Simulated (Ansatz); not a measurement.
# Si₃N₂H₉ radical + NH₃: a complex and its separated parts, part 2 of 3

Ansatz 0.2.0, Gaussian basis.

## 9. PBE0-D4/def2-TZVPP

The inputs:

parta/in.yaml

```yaml
crystal:
  periodic: [false, false, false]
  atoms:
    - {symbol: Si, position_ang: [0.319949, 0.178602, 1.058791]}
    - {symbol: N, position_ang: [0.215670, 0.439128, -0.645156]}
    - {symbol: Si, position_ang: [0.088231, -0.726431, -1.919671]}
    - {symbol: N, position_ang: [-0.903220, 1.159939, 1.779057]}
    - {symbol: Si, position_ang: [-2.252122, 1.856544, 0.944067]}
    - {symbol: H, position_ang: [0.104792, -1.291589, 1.245232]}
    - {symbol: H, position_ang: [0.369628, 1.393807, -0.943715]}
    - {symbol: H, position_ang: [-0.377769, -2.000002, -1.320855]}
    - {symbol: H, position_ang: [1.384202, -0.962506, -2.613912]}
    - {symbol: H, position_ang: [-0.885703, -0.252811, -2.939811]}
    - {symbol: H, position_ang: [-0.807860, 1.392126, 2.756033]}
    - {symbol: H, position_ang: [-3.111209, 2.517254, 1.962270]}
    - {symbol: H, position_ang: [-3.038828, 0.821835, 0.224524]}
    - {symbol: H, position_ang: [-1.839160, 2.882426, -0.053351]}
basis:
  gaussian: {orbitals: def2-TZVPP}
magnetization: {spin_polarized: true, initial_magnetization: 1}
hamiltonian: {xc: pbe0, dispersion: d4}
output: {orbitals: {seedname: orbitals}}
```

partb/in.yaml

```yaml
crystal:
  periodic: [false, false, false]
  atoms:
    - {symbol: H, position_ang: [2.431504, -2.595241, -0.409793]}
    - {symbol: N, position_ang: [2.438235, -1.715408, 0.091335]}
    - {symbol: H, position_ang: [2.653020, -1.925800, 1.058242]}
    - {symbol: H, position_ang: [3.210838, -1.171773, -0.273187]}
basis:
  gaussian: {orbitals: def2-TZVPP}
hamiltonian: {xc: pbe0, dispersion: d4}
output: {orbitals: {seedname: orbitals}}
```

Each run has its own folder and the same command.

Launch:

```bash
$ ansatz run in.yaml --threads 4 --pin off --events-out ev --progress --plain --max-ram 46080MiB --backend cpu
```

Output in parta, shortened:

```text
Functional definition: PBE0
  name "PBE0"
  cite "Adamo & Barone, J. Chem. Phys. 110, 6158 (1999) doi:10.1063/1.478522"
  cite "Perdew, Burke & Ernzerhof, Phys. Rev. Lett. 77, 3865 (1996) doi:10.1103/PhysRevLett.77.3865"
  parent pbe
[...]
1714 factors; their error is unknown
[...]
mean field -26749.19153784 eV, -983.0146577624 hartree, gradient 3.4e-5 eV, S^2 0.752295; 0 other end points of the search recorded, 0 dependent functions left out
reference -26749.19157816 eV, -983.0146592440 hartree; 33, 32 occupied and 281, 282 virtual orbitals, 1714 factors
Total energy: -26749.53299589 eV, -983.0272061145 hartree
```

partb printed, shortened:

```text
[... 5 set-up lines as earlier in the session ...]
[...]
332 factors; their error is unknown
[...]
mean field -1537.87184109 eV, -56.5157477529 hartree, gradient 7.7e-6 eV, S^2 0.000000; 0 other end points of the search recorded, 0 dependent functions left out
reference -1537.87185700 eV, -56.5157483378 hartree; 5, 5 occupied and 68, 68 virtual orbitals, 332 factors
Total energy: -1537.88097278 eV, -56.5160833364 hartree
```

Wall times: 13 s (parta), 0.2 s (partb) on 4 threads of AMD EPYC 7R13, shared host; peak memory 1.4 GiB.

## 10. B3LYP-D4/def2-TZVPP

The same edit goes into each in.yaml of step 9 (parta, partb):

```diff
-hamiltonian: {xc: pbe0, dispersion: d4}
-output: {orbitals: {seedname: orbitals}}
+hamiltonian: {xc: {name: B3LYP}, dispersion: d4}
```

The same command starts each run, in its folder.

Launch:

```bash
$ ansatz run in.yaml --threads 4 --pin off --events-out ev --progress --plain --max-ram 46080MiB --backend cpu
```

Log of parta, shortened:

```text
Functional definition: B3LYP
  name "B3LYP"
  cite "Stephens, Devlin, Chabalowski & Frisch, J. Phys. Chem. 98, 11623 (1994) doi:10.1021/j100096a001"
[... 2 set-up lines as earlier in the session ...]
  cite "Vosko, Wilk & Nusair, Can. J. Phys. 58, 1200 (1980) doi:10.1139/p80-159"
[...]
1714 factors; their error is unknown
[...]
mean field -26764.81069281 eV, -983.5886511205 hartree, gradient 4.1e-5 eV, S^2 0.751997; 0 other end points of the search recorded, 0 dependent functions left out
reference -26764.81101732 eV, -983.5886630461 hartree; 33, 32 occupied and 281, 282 virtual orbitals, 1714 factors
Total energy: -26765.45397628 eV, -983.6122913520 hartree
```

partb printed, shortened:

```text
[... 6 set-up lines as earlier in the session ...]
[...]
332 factors; their error is unknown
[...]
mean field -1539.85469710 eV, -56.5886163676 hartree, gradient 2.6e-5 eV, S^2 0.000000; 0 other end points of the search recorded, 0 dependent functions left out
reference -1539.85483672 eV, -56.5886214983 hartree; 5, 5 occupied and 68, 68 virtual orbitals, 332 factors
Total energy: -1539.87289758 eV, -56.5892852226 hartree
```

Times: 12 s (parta), 0.25 s (partb) on 4 threads of AMD EPYC 7R13, shared host; peak memory 1.4 GiB.

## 11. r2SCAN0-D4/def2-TZVPP

Each input of step 10 (parta, partb) changes in the same lines:

```diff
-hamiltonian: {xc: {name: B3LYP}, dispersion: d4}
+hamiltonian: {xc: {name: r2SCAN0}, dispersion: d4}
```

Each run has its own folder and the same command.

Launch:

```bash
$ ansatz run in.yaml --threads 4 --pin off --events-out ev --progress --plain --max-ram 46080MiB --backend cpu
```

Log of parta, shortened:

```text
Functional definition: r2SCAN0
  name "r2SCAN0"
  cite "Bursch, Neugebauer, Ehlert & Grimme, J. Chem. Phys. 156, 134105 (2022) doi:10.1063/5.0086040"
[... 3 set-up lines as earlier in the session ...]
[...]
1714 factors; their error is unknown
[...]
mean field -26758.41070521 eV, -983.3534559141 hartree, gradient 5.5e-5 eV, S^2 0.753504; 0 other end points of the search recorded, 0 dependent functions left out
reference -26758.41072102 eV, -983.3534564952 hartree; 33, 32 occupied and 281, 282 virtual orbitals, 1714 factors
Total energy: -26758.53033312 eV, -983.3578521587 hartree
```

Output in partb, shortened:

```text
[... 6 set-up lines as earlier in the session ...]
[...]
332 factors; their error is unknown
[...]
mean field -1538.56924428 eV, -56.5413768477 hartree, gradient 4.5e-5 eV, S^2 0.000000; 0 other end points of the search recorded, 0 dependent functions left out
reference -1538.56924937 eV, -56.5413770347 hartree; 5, 5 occupied and 68, 68 virtual orbitals, 332 factors
Total energy: -1538.57225069 eV, -56.5414873312 hartree
```

They took 13 s (parta), 0.41 s (partb) on 4 threads of AMD EPYC 7R13, shared host; peak memory 1.5 GiB.

## 12. BHLYP-D4/def2-TZVPP

The same edit goes into each in.yaml of step 11 (parta, partb):

```diff
-hamiltonian: {xc: {name: r2SCAN0}, dispersion: d4}
+hamiltonian: {xc: {name: BHLYP}, dispersion: d4}
```

The same command starts each run, in its folder.

Launch:

```bash
$ ansatz run in.yaml --threads 4 --pin off --events-out ev --progress --plain --max-ram 46080MiB --backend cpu
```

parta printed, shortened:

```text
Functional definition: BHLYP
  name "BHLYP"
  cite "Becke, J. Chem. Phys. 98, 1372 (1993) doi:10.1063/1.464304"
[... 2 set-up lines as earlier in the session ...]
[...]
1799 factors; their error is unknown
[...]
mean field -26761.25982891 eV, -983.4581592789 hartree, gradient 4.7e-5 eV, S^2 0.753066; 0 other end points of the search recorded, 0 dependent functions left out
reference -26761.26004864 eV, -983.4581673541 hartree; 33, 32 occupied and 281, 282 virtual orbitals, 1799 factors
Total energy: -26761.77876134 eV, -983.4772296942 hartree
```

partb printed, shortened:

```text
[... 5 set-up lines as earlier in the session ...]
[...]
346 factors; their error is unknown
[...]
mean field -1538.73562180 eV, -56.5474911088 hartree, gradient 7.6e-5 eV, S^2 0.000000; 0 other end points of the search recorded, 0 dependent functions left out
reference -1538.73571845 eV, -56.5474946605 hartree; 5, 5 occupied and 68, 68 virtual orbitals, 346 factors
Total energy: -1538.74641862 eV, -56.5478878845 hartree
```

Wall times: 16 s (parta), 0.21 s (partb) on 4 threads of AMD EPYC 7R13, shared host; peak memory 1.4 GiB.

## 13. CAM-B3LYP-D4/def2-TZVPP

The same edit goes into each in.yaml of step 12 (parta, partb):

```diff
-hamiltonian: {xc: {name: BHLYP}, dispersion: d4}
+hamiltonian: {xc: {name: CAM-B3LYP}, dispersion: d4}
```

One command serves all of them, each in its own folder.

Launch:

```bash
$ ansatz run in.yaml --threads 4 --pin off --events-out ev --progress --plain --max-ram 46080MiB --backend cpu
```

parta printed, shortened:

```text
Functional definition: CAM-B3LYP
  name "CAM-B3LYP"
  cite "Yanai, Tew & Handy, Chem. Phys. Lett. 393, 51 (2004) doi:10.1016/j.cplett.2004.06.011"
  cite "Iikura, Tsuneda, Yanai & Hirao, J. Chem. Phys. 115, 3540 (2001) doi:10.1063/1.1383587"
[... 2 set-up lines as earlier in the session ...]
[...]
  # Exact exchange under (alpha + beta erf(omega r))/r, Becke's under what is left of 1/r.
[...]
1714 factors; their error is unknown
456 factors; integrals over basis functions are off by at most 1.5e-5 eV
[...]
mean field -26762.06899451 eV, -983.4878955664 hartree, gradient 2.1e-5 eV, S^2 0.752357; 0 other end points of the search recorded, 0 dependent functions left out
reference -26762.06915205 eV, -983.4879013557 hartree; 33, 32 occupied and 281, 282 virtual orbitals, 1714 factors
Total energy: -26762.42049473 eV, -983.5008129612 hartree
```

Output in partb, shortened:

```text
[... 6 set-up lines as earlier in the session ...]
[...]
  # Exact exchange under (alpha + beta erf(omega r))/r, Becke's under what is left of 1/r.
[...]
332 factors; their error is unknown
102 factors; integrals over basis functions are off by at most 1.2e-5 eV
[...]
mean field -1539.00931916 eV, -56.5575493013 hartree, gradient 6.3e-5 eV, S^2 0.000000; 0 other end points of the search recorded, 0 dependent functions left out
reference -1539.00938725 eV, -56.5575518035 hartree; 5, 5 occupied and 68, 68 virtual orbitals, 332 factors
Total energy: -1539.01811212 eV, -56.5578724365 hartree
```

Wall times: 26 s (parta), 0.25 s (partb) on 4 threads of AMD EPYC 7R13, shared host; peak memory 1.7 GiB.

## 14. wB97X-V/def2-TZVPP

Each input of step 13 (parta, partb) changes in the same lines:

```diff
-hamiltonian: {xc: {name: CAM-B3LYP}, dispersion: d4}
+hamiltonian: {xc: {name: wB97X-V}}
```

Each run has its own folder and the same command.

Launch:

```bash
$ ansatz run in.yaml --threads 4 --pin off --events-out ev --progress --plain --max-ram 46080MiB --backend cpu
```

Output in parta, shortened:

```text
Functional definition: wB97X-V
  name "wB97X-V"
  cite "Mardirossian & Head-Gordon, Phys. Chem. Chem. Phys. 16, 9904 (2014) doi:10.1039/C3CP54374A"
[... 2 set-up lines as earlier in the session ...]
[...]
      + integral(e_c_pw_opposite_spin*poly(b97_u_opposite, cos0, cos1)) + vv10(b, c)
1714 factors; their error is unknown
405 factors; integrals over basis functions are off by at most 1.1e-5 eV
[...]
mean field -26758.18458752 eV, -983.3451462426 hartree, gradient 6.2e-5 eV, S^2 0.752148; 0 other end points of the search recorded, 0 dependent functions left out
reference -26758.18458533 eV, -983.3451461621 hartree; 33, 32 occupied and 281, 282 virtual orbitals, 1714 factors
Total energy: -26758.18458533 eV, -983.3451461621 hartree
```

Log of partb, shortened:

```text
[... 5 set-up lines as earlier in the session ...]
[...]
      + integral(e_c_pw_opposite_spin*poly(b97_u_opposite, cos0, cos1)) + vv10(b, c)
332 factors; their error is unknown
93 factors; integrals over basis functions are off by at most 7.8e-6 eV
[...]
mean field -1539.14323525 eV, -56.5624706266 hartree, gradient 1.3e-5 eV, S^2 0.000000; 0 other end points of the search recorded, 0 dependent functions left out
reference -1539.14323415 eV, -56.5624705861 hartree; 5, 5 occupied and 68, 68 virtual orbitals, 332 factors
Total energy: -1539.14323415 eV, -56.5624705861 hartree
```

Times: 38 s (parta), 0.41 s (partb) on 4 threads of AMD EPYC 7R13, shared host; peak memory 1.9 GiB.

## 15. wB97M-V/def2-TZVPP

Each input of step 14 (parta, partb) changes in the same lines:

```diff
-hamiltonian: {xc: {name: wB97X-V}}
+hamiltonian: {xc: {name: wB97M-V}}
```

The same command starts each run, in its folder.

Launch:

```bash
$ ansatz run in.yaml --threads 4 --pin off --events-out ev --progress --plain --max-ram 46080MiB --backend cpu
```

Output in parta, shortened:

```text
Functional definition: wB97M-V
  name "wB97M-V"
  cite "Mardirossian & Head-Gordon, J. Chem. Phys. 144, 214110 (2016) doi:10.1063/1.4952647"
[... 2 set-up lines as earlier in the session ...]
  # Of w^i u^j: cxij and so on, Table III.
[...]
  gx(w, u) = 1 - cx + cx01*u + cx10*w
[...]
      + integral(e_c_pw_mod_opposite_spin*gos(b97_w_opposite, b97_u_opposite)) + vv10(b, c)
1714 factors; their error is unknown
405 factors; integrals over basis functions are off by at most 1.1e-5 eV
[...]
mean field -26759.54078855 eV, -983.3949857111 hartree, gradient 7.6e-5 eV, S^2 0.751414; 0 other end points of the search recorded, 0 dependent functions left out
reference -26759.54085383 eV, -983.3949881101 hartree; 33, 32 occupied and 281, 282 virtual orbitals, 1714 factors
Total energy: -26759.54085383 eV, -983.3949881101 hartree
```

Output in partb, shortened:

```text
[... 5 set-up lines as earlier in the session ...]
  # Of w^i u^j: cxij and so on, Table III.
[...]
  gx(w, u) = 1 - cx + cx01*u + cx10*w
[...]
      + integral(e_c_pw_mod_opposite_spin*gos(b97_w_opposite, b97_u_opposite)) + vv10(b, c)
332 factors; their error is unknown
93 factors; integrals over basis functions are off by at most 7.8e-6 eV
[...]
mean field -1538.84211007 eV, -56.5514044805 hartree, gradient 5.4e-5 eV, S^2 0.000000; 0 other end points of the search recorded, 0 dependent functions left out
reference -1538.84213694 eV, -56.5514054681 hartree; 5, 5 occupied and 68, 68 virtual orbitals, 332 factors
Total energy: -1538.84213694 eV, -56.5514054681 hartree
```

They took 56 s (parta), 0.41 s (partb) on 4 threads of AMD EPYC 7R13, shared host; peak memory 1.9 GiB.

## 16. B2PLYP/def2-TZVPP

Each input of step 15 (parta, partb) changes in the same lines:

```diff
-hamiltonian: {xc: {name: wB97M-V}}
+hamiltonian: {xc: {name: B2PLYP}}
```

Each run has its own folder and the same command.

Launch:

```bash
$ ansatz run in.yaml --threads 4 --pin off --events-out ev --progress --plain --max-ram 46080MiB --backend cpu
```

Output in parta, shortened:

```text
Functional definition: B2PLYP
  name "B2PLYP"
  cite "Grimme, J. Chem. Phys. 124, 034108 (2006) doi:10.1063/1.2148954"
[... 2 set-up lines as earlier in the session ...]
[...]
1796 factors; integrals over basis functions are off by at most 1.3e-3 eV
[...]
mean field -26743.57483336 eV, -982.8082476800 hartree, gradient 5.1e-6 eV, S^2 0.753256; 0 other end points of the search recorded, 0 dependent functions left out
17 core orbitals not correlated: weight in the atoms' cores, before any rotation towards them, 1.000 or more for the frozen orbitals, at most 0.000 for the correlated occupied ones
reference -26743.57503858 eV, -982.8082552217 hartree; 16, 15 occupied and 281, 282 virtual orbitals, 1796 factors
second order -25.85658247 eV of doubles, -0.00000000 eV of singles
Total energy: -26750.55631585 eV, -983.0648124292 hartree
```

Log of partb, shortened:

```text
[... 5 set-up lines as earlier in the session ...]
[...]
416 factors; integrals over basis functions are off by at most 1.2e-3 eV
[...]
mean field -1536.38012167 eV, -56.4609280755 hartree, gradient 8.4e-6 eV, S^2 0.000000; 0 other end points of the search recorded, 0 dependent functions left out
1 core orbitals not correlated: weight in the atoms' cores, before any rotation towards them, 1.000 or more for the frozen orbitals, at most 0.000 for the correlated occupied ones
reference -1536.38021189 eV, -56.4609313912 hartree; 4, 4 occupied and 68, 68 virtual orbitals, 416 factors
second order -7.62103954 eV of doubles, -0.00000000 eV of singles
Total energy: -1538.43789257 eV, -56.5365497613 hartree
```

Wall times: 28 s (parta), 0.3 s (partb) on 4 threads of AMD EPYC 7R13, shared host; peak memory 1.3 GiB.

## 17. PBE-QIDH/def2-TZVPP

The same edit goes into each in.yaml of step 16 (parta, partb):

```diff
-hamiltonian: {xc: {name: B2PLYP}}
+hamiltonian: {xc: {name: PBE-QIDH}}
```

The same command starts each run, in its folder.

Launch:

```bash
$ ansatz run in.yaml --threads 4 --pin off --events-out ev --progress --plain --max-ram 46080MiB --backend cpu
```

parta printed, shortened:

```text
Functional definition: PBE-QIDH
  name "PBE-QIDH"
  cite "Brémond, Sancho-García, Pérez-Jiménez & Adamo, J. Chem. Phys. 141, 031101 (2014) doi:10.1063/1.4890314"
[... 1 set-up line as earlier in the session ...]
[...]
1796 factors; integrals over basis functions are off by at most 1.3e-3 eV
[...]
mean field -26734.00100481 eV, -982.4564159702 hartree, gradient 6.1e-6 eV, S^2 0.753530; 0 other end points of the search recorded, 0 dependent functions left out
17 core orbitals not correlated: weight in the atoms' cores, before any rotation towards them, 1.000 or more for the frozen orbitals, at most 0.000 for the correlated occupied ones
reference -26734.00102142 eV, -982.4564165806 hartree; 16, 15 occupied and 281, 282 virtual orbitals, 1796 factors
second order -23.97271664 eV of doubles, -0.00000000 eV of singles
Total energy: -26741.99192697 eV, -982.7500769430 hartree
```

Log of partb, shortened:

```text
[... 4 set-up lines as earlier in the session ...]
[...]
416 factors; integrals over basis functions are off by at most 1.2e-3 eV
[...]
mean field -1535.33271080 eV, -56.4224364362 hartree, gradient 2.2e-6 eV, S^2 0.000000; 0 other end points of the search recorded, 0 dependent functions left out
1 core orbitals not correlated: weight in the atoms' cores, before any rotation towards them, 1.000 or more for the frozen orbitals, at most 0.000 for the correlated occupied ones
reference -1535.33271757 eV, -56.4224366848 hartree; 4, 4 occupied and 68, 68 virtual orbitals, 416 factors
second order -7.10230523 eV of doubles, -0.00000000 eV of singles
Total energy: -1537.70015265 eV, -56.5094383192 hartree
```

Wall times: 28 s (parta), 0.25 s (partb) on 4 threads of AMD EPYC 7R13, shared host; peak memory 1.2 GiB.

(Part 2 of 3 ends here.)
